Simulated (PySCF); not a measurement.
# C10H11F3O2: NMR shifts at several levels of theory, part 1 of 2

How much do the NMR shifts of C10H11F3O2 (`COc1ccc([C@@H](O)CC(F)(F)F)cc1`) depend on the level of theory, and what does each level cost?

The runs use PySCF 2.14.0, with density-fitted response routines of our own; the level of theory stands in each step. All values are computed, except where a source is named. Atoms are numbered from 0 throughout.

### 1 The starting structure

26 atoms, charge 0, multiplicity 1; geometry from: GFN2-xTB.

Bonds of the start (Å): C0–O1 1.41, O1–C2 1.36, C2–C3 1.39, C3–C4 1.38, C4–C5 1.39, C5–C6 1.51, C6–O7 1.41, C6–C8 1.54, C8–C9 1.51, C9–F10 1.34, C9–F11 1.34, C9–F12 1.34, C5–C13 1.39, C13–C14 1.38, C14–C2 1.40, C0–H15 1.09, C0–H16 1.09, C0–H17 1.09, C3–H18 1.08, C4–H19 1.08, C6–H20 1.10, O7–H21 0.96, C8–H22 1.09, C8–H23 1.09, C13–H24 1.08, C14–H25 1.08.

### 2 Optimising the geometry at PBE0-D3(BJ)/def2-SVP

What the job is given:

```
{"job": {"xc": "PBE0", "basis": "def2-SVP", "d3": "d3bj", "grid": 1, "kind": "geom"}, "charge": 0, "multiplicity": 1}
C      4.700480     0.989420    -0.447060
O      3.990040     0.196890     0.474180
C      2.703920    -0.139770     0.192900
C      2.018930     0.217920    -0.963460
C      0.707650    -0.186700    -1.143260
C      0.055940    -0.941090    -0.181490
C     -1.382660    -1.365790    -0.366670
O     -1.614750    -2.695100     0.052780
C     -2.334940    -0.500590     0.478720
C     -2.332460     0.954000     0.068970
F     -1.210710     1.604940     0.409850
F     -2.479960     1.124320    -1.255360
F     -3.341720     1.627910     0.647060
C      0.744700    -1.299770     0.973110
C      2.051650    -0.909730     1.158660
H      4.218060     1.960120    -0.598470
H      5.684380     1.141410    -0.005830
H      4.812260     0.483130    -1.411400
H      2.492360     0.810080    -1.730070
H      0.185470     0.100640    -2.044430
H     -1.660540    -1.257360    -1.428500
H     -0.943850    -3.264520    -0.338620
H     -3.350210    -0.885700     0.366980
H     -2.047840    -0.562580     1.529130
H      0.246740    -1.896340     1.723480
H      2.594090    -1.182790     2.049620
```

The log of the run:

```text
step   0  E = -836.17833357  max force = 0.014620
step   1  E = -836.18017975  max force = 0.006975
step   2  E = -836.18006065  max force = 0.007918
step   3  E = -836.18078965  max force = 0.002498
step   4  E = -836.18083897  max force = 0.002368
step   5  E = -836.18087123  max force = 0.001128
step   6  E = -836.18089427  max force = 0.000983
step   7  E = -836.18090976  max force = 0.000489
step   8  E = -836.18091085  max force = 0.000148
optimisation converged
```

It took 13 min on 8 threads of AMD EPYC (Zen 3), shared host.

The steps of the relaxation: (the energy doesn't fall at every step)

| step | energy from step 0 (eV) | largest force component (eV/Å) |
| --- | --- | --- |
| 0 | 0.0000 | 0.7518 |
| 1 | -0.0502 | 0.3587 |
| 2 | -0.0470 | 0.4072 |
| 3 | -0.0668 | 0.1285 |
| 4 | -0.0682 | 0.1218 |
| 5 | -0.0691 | 0.0580 |
| 6 | -0.0697 | 0.0505 |
| 7 | -0.0701 | 0.0251 |
| 8 | -0.0701 | 0.0076 |

Close pairs (by a distance rule), those that changed most:

| bond | before (Å) | after (Å) | change (Å) |
| --- | --- | --- | --- |
| C14–H25 | 1.078 | 1.092 | +0.013 |
| C4–H19 | 1.080 | 1.094 | +0.013 |
| C6–C8 | 1.540 | 1.526 | -0.013 |
| C13–H24 | 1.080 | 1.093 | +0.013 |
| C3–H18 | 1.078 | 1.090 | +0.012 |
| O1–C2 | 1.359 | 1.347 | -0.012 |
| C3–C4 | 1.384 | 1.395 | +0.011 |
| C5–C13 | 1.391 | 1.402 | +0.011 |

The final coordinates are the input of the step that follows.

| at the end point | value |
| --- | --- |
| point group (found at 0.08 Å tolerance) | C1 |
| rotational constants (GHz, main isotopes) | 1.063, 0.327, 0.285 |
| dipole moment (D) | 2.71 |

### 3 NMR shieldings: PBE0/pcSseg-1

What the job is given:

```
{"job": {"kind": "nmr", "xc": "PBE0", "basis": "pcSseg-1", "pop": false}, "charge": 0, "multiplicity": 1}
C      4.715891     0.967648    -0.445818
O      4.018988     0.168544     0.467772
C      2.741778    -0.163969     0.197346
C      2.054639     0.213469    -0.961128
C      0.729280    -0.184385    -1.136533
C      0.067186    -0.948858    -0.179227
C     -1.382342    -1.339192    -0.346817
O     -1.630912    -2.652404     0.095639
C     -2.345591    -0.470879     0.458261
C     -2.395368     0.977895     0.055297
F     -1.292173     1.649633     0.394716
F     -2.551007     1.120290    -1.270803
F     -3.427162     1.593701     0.642003
C      0.770354    -1.328728     0.972618
C      2.088372    -0.946237     1.161371
H      4.229116     1.948801    -0.587947
H      5.717252     1.126346    -0.026071
H      4.816329     0.476307    -1.429957
H      2.538020     0.815395    -1.730687
H      0.197062     0.124470    -2.040625
H     -1.647784    -1.225389    -1.416137
H     -0.968191    -3.223431    -0.308206
H     -3.359377    -0.880405     0.339943
H     -2.090174    -0.516893     1.527144
H      0.267588    -1.942782     1.724251
H      2.645254    -1.235999     2.054414
```

With the program's defaults for keys left out, this is: GIAO PBE0/pcSseg-1 NMR shielding, non-relativistic, gas phase.

The log of the run:

```text
coarse grid: 23112 points
cycle   1  E = -836.3313256085  dE =  2.662e+00  |g| = 1.138e+00  |ddm| = 4.862e+00
cycle   2  E = -836.1305385660  dE =  2.008e-01  |g| = 1.626e+00  |ddm| = 2.185e+00
cycle   3  E = -836.5558662740  dE = -4.253e-01  |g| = 1.248e-01  |ddm| = 1.413e+00
cycle   4  E = -836.5582483844  dE = -2.382e-03  |g| = 7.063e-02  |ddm| = 1.943e-01
cycle   5  E = -836.5593345832  dE = -1.086e-03  |g| = 2.393e-02  |ddm| = 9.299e-02
cycle   6  E = -836.5594698047  dE = -1.352e-04  |g| = 5.485e-03  |ddm| = 2.892e-02
cycle   7  E = -836.5594768222  dE = -7.017e-06  |g| = 1.508e-03  |ddm| = 6.019e-03
final grid: 228400 points
cycle   8  E = -836.6892821193  dE = -9.478e-05  |g| = 1.474e-02  |ddm| = 7.157e-02
cycle   9  E = -836.6892357277  dE =  4.639e-05  |g| = 2.199e-02  |ddm| = 3.031e-02
cycle  10  E = -836.6893238304  dE = -8.810e-05  |g| = 2.039e-03  |ddm| = 1.928e-02
cycle  11  E = -836.6893247521  dE = -9.217e-07  |g| = 5.349e-04  |ddm| = 2.598e-03
cycle  12  E = -836.6893248050  dE = -5.296e-08  |g| = 2.667e-04  |ddm| = 7.561e-04
cycle  13  E = -836.6893248229  dE = -1.784e-08  |g| = 5.349e-05  |ddm| = 3.007e-04
cycle  14  E = -836.6893248234  dE = -5.650e-10  |g| = 2.282e-05  |ddm| = 6.862e-05
converged SCF energy = -836.6893248234

GIAO shielding tensors (ppm)
atom      isotropic    diamagn.    paramagn.     s11        s22        s33       span
  0 C      130.402     242.934    -112.531    103.233    111.466    176.508     73.276
  1 O      229.208     392.707    -163.498    122.038    271.034    294.553    172.515
  2 C       19.201     262.649    -243.449    -62.425      5.410    114.617    177.043
  3 C       73.253     260.567    -187.313    -14.643     55.233    179.170    193.813
  4 C       49.439     253.869    -204.430    -55.941     39.434    164.823    220.764
  5 C       45.170     265.220    -220.050    -42.749     12.265    165.994    208.744
  6 C      113.247     242.970    -129.723     93.449    104.605    141.687     48.237
  7 O      265.449     389.637    -124.187    201.878    275.312    319.158    117.280
  8 C      138.781     250.409    -111.628    118.816    139.922    157.604     38.788
  9 C       53.959     241.967    -188.008     51.345     53.495     57.037      5.692
 10 F      250.668     481.106    -230.438    168.491    263.814    319.700    151.209
 11 F      259.841     476.339    -216.498    168.112    275.067    336.342    168.230
 12 F      248.239     468.651    -220.412    162.345    240.940    341.433    179.089
 13 C       52.721     251.800    -199.079    -55.837     34.692    179.308    235.145
 14 C       60.678     254.736    -194.058    -28.346     48.475    161.904    190.250
 15 H       27.769      28.873      -1.104     24.269     25.628     33.409      9.140
 16 H       27.215      24.556       2.658     22.680     25.719     33.245     10.564
 17 H       27.766      26.580       1.186     24.173     25.531     33.594      9.421
 18 H       24.691      34.250      -9.559     20.157     24.548     29.368      9.212
 19 H       23.966      34.766     -10.800     20.519     22.593     28.785      8.265
 20 H       26.517      32.579      -6.061     23.642     26.096     29.814      6.172
 21 H       30.764      32.984      -2.221     22.814     28.057     41.421     18.607
 22 H       28.742      28.123       0.619     24.251     28.716     33.260      9.009
 23 H       29.272      31.159      -1.886     25.970     29.537     32.311      6.341
 24 H       23.472      33.385      -9.913     19.265     21.999     29.153      9.888
 25 H       24.056      31.383      -7.327     19.836     24.609     27.722      7.885
```

Run time: 3.6 min. Hardware: 8 threads of AMD EPYC (Zen 3), shared host.

The references, computed at this level on geometries of the same kind, shield at (ppm): ¹H TMS 31.27, ¹³C TMS 184.4, ¹⁹F CFCl3 177.2, ¹⁷O H2O 334.6. Their shielding less the atom's gives the shift. The references are single molecules in the gas phase, so shifts against H2O, NH3, PH3, H3PO4 or CFCl3 are not on the usual liquid scales and can be off by tens of ppm. Atoms listed in one row are averaged.

| atoms | environment | σ (ppm) | δ (ppm) | δ scaled to CDCl3 |
| --- | --- | --- | --- | --- |
| C2 | aromatic carbon bearing oxygen | 19.2 | 165.2 | 159.9 |
| C5 | substituted aromatic carbon | 45.2 | 139.2 | 134.7 |
| C4, C13 | aromatic CH | 51.1 | 133.3 | 129.0 |
| C9 | CF3 carbon | 54.0 | 130.4 | 126.2 |
| C3, C14 | aromatic CH | 67.0 | 117.4 | 113.5 |
| C6 | sp3 CH bonded to O, on an aromatic ring | 113.2 | 71.2 | 68.6 |
| C0 | methyl carbon bonded to O | 130.4 | 54.0 | 51.9 |
| C8 | sp3 CH2 | 138.8 | 45.6 | 43.8 |
| H19, H24 | hydrogen on an aromatic CH | 23.72 | 7.55 | 7.37 |
| H18, H25 | hydrogen on an aromatic CH | 24.37 | 6.89 | 6.75 |
| H20 | hydrogen on an sp3 CH bonded to O, on an aromatic ring | 26.52 | 4.75 | 4.72 |
| H15, H16, H17 | hydrogen on a methyl carbon bonded to O | 27.58 | 3.68 | 3.71 |
| H22 | hydrogen on an sp3 CH2 | 28.74 | 2.52 | 2.61 |
| H23 | hydrogen on an sp3 CH2 | 29.27 | 1.99 | 2.11 |
| H21 | hydrogen on an alcohol oxygen | 30.76 | 0.50 | – |
| O1 | ether oxygen | 229.2 | 105.4 | – |
| O7 | alcohol oxygen | 265.4 | 69.1 | – |
| F10, F11, F12 | fluorine of a CF3 group | 252.9 | -75.7 | – |

The scaled column applies a straight-line fit of computed shieldings to shifts measured in CDCl3, and one for carbons that bear F (root-mean-square error 0.21 ppm for H, 2.0 ppm for C).

Ring of atoms C2, C3, C4, C5, C13, C14: NICS(0) -9.2, NICS(1) -10.9, NICS(1)zz -26.4 ppm (means of both faces).

### 4 NMR shieldings: PBE/pcSseg-1

Settings changed since step 3:

```diff
@@ -1,2 +1,2 @@
-{"job": {"kind": "nmr", "xc": "PBE0", "basis": "pcSseg-1", "pop": false}, "charge": 0, "multiplicity": 1}
+{"job": {"kind": "nmr", "xc": "PBE", "basis": "pcSseg-1", "pop": false}, "charge": 0, "multiplicity": 1}
 C      4.715891     0.967648    -0.445818
```

With the program's defaults for keys left out, this is: GIAO PBE/pcSseg-1 NMR shielding, non-relativistic, gas phase.

The log of the run:

```text
coarse grid: 23112 points
cycle   1  E = -836.1998720407  dE =  2.242e+00  |g| = 1.258e+00  |ddm| = 4.948e+00
cycle   2  E = -835.5697033261  dE =  6.302e-01  |g| = 2.301e+00  |ddm| = 3.478e+00
cycle   3  E = -836.4695783825  dE = -8.999e-01  |g| = 2.729e-01  |ddm| = 2.631e+00
cycle   4  E = -836.4830590781  dE = -1.348e-02  |g| = 1.307e-01  |ddm| = 4.200e-01
cycle   5  E = -836.4861547405  dE = -3.096e-03  |g| = 6.396e-02  |ddm| = 1.894e-01
cycle   6  E = -836.4871906065  dE = -1.036e-03  |g| = 1.394e-02  |ddm| = 7.890e-02
cycle   7  E = -836.4872299261  dE = -3.932e-05  |g| = 7.004e-03  |ddm| = 1.877e-02
cycle   8  E = -836.4872413315  dE = -1.141e-05  |g| = 1.400e-03  |ddm| = 7.279e-03
cycle   9  E = -836.4872416859  dE = -3.544e-07  |g| = 6.121e-04  |ddm| = 2.003e-03
final grid: 228400 points
cycle  10  E = -836.6628498051  dE = -1.014e-04  |g| = 2.521e-02  |ddm| = 1.015e-01
cycle  11  E = -836.6624837376  dE =  3.661e-04  |g| = 5.072e-02  |ddm| = 6.446e-02
cycle  12  E = -836.6629635874  dE = -4.798e-04  |g| = 7.376e-03  |ddm| = 4.919e-02
cycle  13  E = -836.6629769127  dE = -1.333e-05  |g| = 1.637e-03  |ddm| = 9.300e-03
cycle  14  E = -836.6629774725  dE = -5.598e-07  |g| = 6.496e-04  |ddm| = 2.167e-03
cycle  15  E = -836.6629775793  dE = -1.068e-07  |g| = 1.811e-04  |ddm| = 7.919e-04
cycle  16  E = -836.6629775861  dE = -6.808e-09  |g| = 5.054e-05  |ddm| = 1.947e-04
cycle  17  E = -836.6629775866  dE = -4.725e-10  |g| = 1.855e-05  |ddm| = 6.225e-05
converged SCF energy = -836.6629775866

GIAO shielding tensors (ppm)
atom      isotropic    diamagn.    paramagn.     s11        s22        s33       span
  0 C      124.826     243.258    -118.432     95.935    105.467    173.075     77.140
  1 O      211.081     392.299    -181.219     99.537    251.655    282.050    182.513
  2 C       17.066     263.048    -245.982    -56.254      1.171    106.281    162.535
  3 C       71.529     260.178    -188.649    -13.461     53.960    174.086    187.547
  4 C       48.029     253.786    -205.757    -52.917     38.956    158.048    210.965
  5 C       41.965     264.423    -222.458    -41.508      7.747    159.658    201.166
  6 C      104.981     244.459    -139.478     84.750     96.299    133.894     49.144
  7 O      253.458     388.628    -135.170    192.103    265.416    302.854    110.751
  8 C      132.756     251.146    -118.390    112.206    133.830    152.233     40.027
  9 C       44.408     243.081    -198.674     42.499     43.805     46.919      4.420
 10 F      233.883     482.078    -248.195    153.631    246.784    301.234    147.603
 11 F      243.206     476.975    -233.770    152.966    258.245    318.406    165.441
 12 F      230.783     468.859    -238.077    146.605    221.769    323.976    177.371
 13 C       52.071     251.331    -199.259    -52.047     34.367    173.894    225.940
 14 C       58.765     254.194    -195.430    -26.677     47.423    155.548    182.225
 15 H       27.628      29.241      -1.613     24.313     25.416     33.154      8.841
 16 H       27.124      24.453       2.671     22.839     25.738     32.795      9.956
 17 H       27.619      26.677       0.942     24.173     25.359     33.324      9.151
 18 H       24.766      34.419      -9.653     20.546     24.391     29.361      8.815
 19 H       24.050      35.169     -11.119     20.835     22.503     28.812      7.977
 20 H       26.315      32.864      -6.549     23.459     26.002     29.485      6.026
 21 H       30.859      33.065      -2.206     23.309     28.397     40.872     17.563
 22 H       28.667      28.114       0.553     24.455     28.815     32.732      8.277
 23 H       29.249      31.706      -2.457     26.241     29.622     31.884      5.643
 24 H       23.563      33.699     -10.135     19.556     21.960     29.174      9.618
 25 H       24.171      31.471      -7.300     20.301     24.476     27.736      7.435
```

It took 2.8 min on 8 threads of AMD EPYC (Zen 3), shared host.

Key values: δ C2 163.0, C5 138.1, C9 135.6, C4 130.0, H19 7.39, H18 6.73 ppm (means over like atoms).

### 5 Shielding tensors: wB97X-D/pcSseg-1

Settings changed since step 4:

```diff
@@ -1,2 +1,2 @@
-{"job": {"kind": "nmr", "xc": "PBE", "basis": "pcSseg-1", "pop": false}, "charge": 0, "multiplicity": 1}
+{"job": {"kind": "nmr", "xc": "wB97X-D", "basis": "pcSseg-1", "pop": false}, "charge": 0, "multiplicity": 1}
 C      4.715891     0.967648    -0.445818
```

Method: GIAO wB97X-D/pcSseg-1 NMR shielding, non-relativistic, gas phase.

The log of the run:

```text
coarse grid: 23112 points
cycle   1  E = -836.9149981439  dE =  3.177e+00  |g| = 1.229e+00  |ddm| = 4.809e+00
cycle   2  E = -836.8842571722  dE =  3.074e-02  |g| = 1.408e+00  |ddm| = 1.854e+00
cycle   3  E = -837.1858488930  dE = -3.016e-01  |g| = 8.805e-02  |ddm| = 1.001e+00
cycle   4  E = -837.1871086698  dE = -1.260e-03  |g| = 4.684e-02  |ddm| = 1.164e-01
cycle   5  E = -837.1875853382  dE = -4.767e-04  |g| = 1.450e-02  |ddm| = 5.876e-02
cycle   6  E = -837.1876291100  dE = -4.377e-05  |g| = 3.819e-03  |ddm| = 1.658e-02
cycle   7  E = -837.1876323394  dE = -3.229e-06  |g| = 6.631e-04  |ddm| = 3.737e-03
final grid: 228400 points
cycle   8  E = -837.3194436533  dE = -3.339e-04  |g| = 9.234e-03  |ddm| = 6.911e-02
cycle   9  E = -837.3194482643  dE = -4.611e-06  |g| = 8.674e-03  |ddm| = 1.352e-02
cycle  10  E = -837.3194581378  dE = -9.873e-06  |g| = 9.124e-04  |ddm| = 4.674e-03
cycle  11  E = -837.3194583146  dE = -1.767e-07  |g| = 4.427e-04  |ddm| = 1.574e-03
cycle  12  E = -837.3194583582  dE = -4.365e-08  |g| = 8.841e-05  |ddm| = 5.326e-04
cycle  13  E = -837.3194583603  dE = -2.085e-09  |g| = 4.522e-05  |ddm| = 1.488e-04
cycle  14  E = -837.3194583609  dE = -5.730e-10  |g| = 9.385e-06  |ddm| = 7.507e-05
converged SCF energy = -837.3194583609

GIAO shielding tensors (ppm)
atom      isotropic    diamagn.    paramagn.     s11        s22        s33       span
  0 C      130.053     242.533    -112.480    103.561    110.947    175.650     72.090
  1 O      236.733     393.302    -156.569    134.195    279.212    296.791    162.595
  2 C       17.666     262.790    -245.124    -67.568      5.736    114.832    182.400
  3 C       72.466     261.339    -188.873    -16.515     55.106    178.808    195.323
  4 C       48.026     255.043    -207.017    -59.655     38.441    165.292    224.947
  5 C       44.168     265.867    -221.699    -46.011     12.655    165.859    211.870
  6 C      113.801     243.136    -129.335     93.690    104.785    142.928     49.238
  7 O      268.710     390.266    -121.556    204.361    277.690    324.079    119.718
  8 C      138.447     250.606    -112.159    118.425    139.454    157.462     39.037
  9 C       54.123     242.392    -188.270     51.261     53.537     57.571      6.309
 10 F      253.459     481.599    -228.140    170.930    266.694    322.754    151.824
 11 F      262.749     476.708    -213.959    170.541    277.797    339.910    169.369
 12 F      251.760     469.010    -217.250    165.261    244.947    345.073    179.812
 13 C       50.941     252.948    -202.007    -59.970     33.584    179.209    239.179
 14 C       59.784     255.543    -195.758    -30.880     48.163    162.070    192.949
 15 H       27.894      29.070      -1.176     24.386     25.776     33.519      9.132
 16 H       27.343      24.515       2.829     22.774     25.853     33.403     10.630
 17 H       27.894      26.710       1.184     24.303     25.674     33.705      9.402
 18 H       24.794      34.432      -9.638     20.269     24.657     29.456      9.187
 19 H       24.052      35.035     -10.983     20.662     22.625     28.869      8.207
 20 H       26.665      32.754      -6.089     23.796     26.256     29.945      6.149
 21 H       30.848      33.095      -2.247     22.846     28.147     41.550     18.704
 22 H       28.860      28.135       0.725     24.370     28.856     33.355      8.985
 23 H       29.366      31.463      -2.098     26.040     29.656     32.401      6.361
 24 H       23.553      33.558     -10.004     19.418     22.021     29.220      9.802
 25 H       24.145      31.378      -7.233     19.918     24.674     27.843      7.925
```

Run time: 4.3 min. Hardware: 8 threads of AMD EPYC (Zen 3), shared host.

In short: δ C2 166.9, C5 140.4, C4 135.1, C9 130.4, H19 7.58, H18 6.91 ppm (means over like atoms).

(Continued in part 2 of 2.)
